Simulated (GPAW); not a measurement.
The system is VGe3.

```
CELL_PARAMETERS angstrom
4.76800 0.00000 0.00000
0.00000 4.76800 0.00000
0.00000 0.00000 4.76800
ATOMIC_POSITIONS crystal
Ge 0.00000 0.50000 0.25000
Ge 0.00000 0.50000 0.75000
Ge 0.50000 0.25000 0.00000
Ge 0.75000 0.00000 0.50000
Ge 0.50000 0.75000 0.00000
Ge 0.25000 0.00000 0.50000
V 0.50000 0.50000 0.50000
V 0.00000 0.00000 0.00000
```

Base run:

* Program: GPAW 26.7.0
* Functional: PBE
* Potentials or basis: GPAW PAW data sets (gpaw-data 1.2.1)
* Cutoff: 450 eV
* Basis: pw
* k mesh: 5 × 5 × 5
* Occupations: fermi-dirac, width 0.05 eV
* Spin: collinear spin, ferromagnetic start
* Starting moments: [0.0, 0.0, 0.0, 0.0, 0.0, 0.0, 3.0, 3.0] μB

Its results: band gap on the k mesh none (metal or under the smearing width); pressure 28.7 GPa; net moment 2.39 μB per cell; site moments Ge -0.01; V +1.04 μB.

Question: The run is repeated on the same cell with these changes: functional from PBE to LDA; potentials or basis from GPAW PAW data sets (gpaw-data 1.2.1) to the program's PAW data sets (release 1.2.1) made for this functional. What comes out?

Answer: Band gap on the k mesh none (metal or under the smearing width); pressure 17.7 GPa; net moment 1.95 μB per cell; site moments Ge -0.01; V +0.83 μB.

Caveats: the cutoff is short for stress and forces, so pressures can be off by a GPa or more; a pressure of tens of GPa on the cell as given is suspect, and the run, the potentials or the cell itself is likely at fault (some runs); so large a pressure means that the cell lies far from this level's equilibrium, or that cutoff or potentials fall short (some runs).
